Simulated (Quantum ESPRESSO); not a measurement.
Runs of Quantum ESPRESSO 7.5 on NbTe. The structure is hexagonal, space group P-6m2 (No. 187). Conventional cell: a = 3.703 Å, b = 3.703 Å, c = 3.694 Å, α = 90.00°, β = 90.00°, γ = 120.00°. Te (site symmetry -6m2) has 6 Nb at 2.83 Å as nearest neighbours. Around Nb (site symmetry -6m2) lie 6 Te at 2.83 Å. The cell comes from a database or a generator and needn't be the stable form of this composition.

| task | level | potentials or basis | cell | k mesh | cutoff (eV) | symmetry | SCF threshold | gap on the mesh (eV) | pressure (GPa) | V0 of scaled cells (Å³/atom) | B0 (GPa) |
| --- | --- | --- | --- | --- | --- | --- | --- | --- | --- | --- | --- |
| equation of state | r2SCAN | SG15 PBE 1.2 | as given | 6 × 6 × 5 | 952 | off | 1e-08 Ry | - | - | 21.65 | (b) |
| equation of state | PBEsol | GBRV 1.5 PBEsol | as given | 8 × 8 × 7 | 612 | - | 4e-10 Ry | - | - | (a) | 138 |
| single point | PBEsol | GBRV 1.5 PBEsol | as given | 8 × 8 × 7 | 612 | - | 4e-10 Ry | none | -4.7 | - | - |
| single point | PBEsol | GBRV 1.5 PBEsol | atoms moved at random, drawn with an rms of 0.05 Å | 8 × 8 × 7 | 612 | - | 4e-10 Ry | none | -4.6 | - | - |

Alike in all rows: no spin polarisation; smearing fermi-dirac 0.05 eV.

**Question.** Fill in the values left out.

**Answer.** (a) 21.15; (b) 129.

Caveats: the cell was scaled at fixed shape and fractional positions, which overstates the stiffness of a crystal with free parameters, most of all of layers and chains (some runs); the potentials were made for another functional, which shifts forces and pressure (some runs).

A k mesh can miss the band edges, and the runs leave out spin-orbit coupling on Nb, Te.

A gap of «none» marks a metal or a gap under the smearing width.
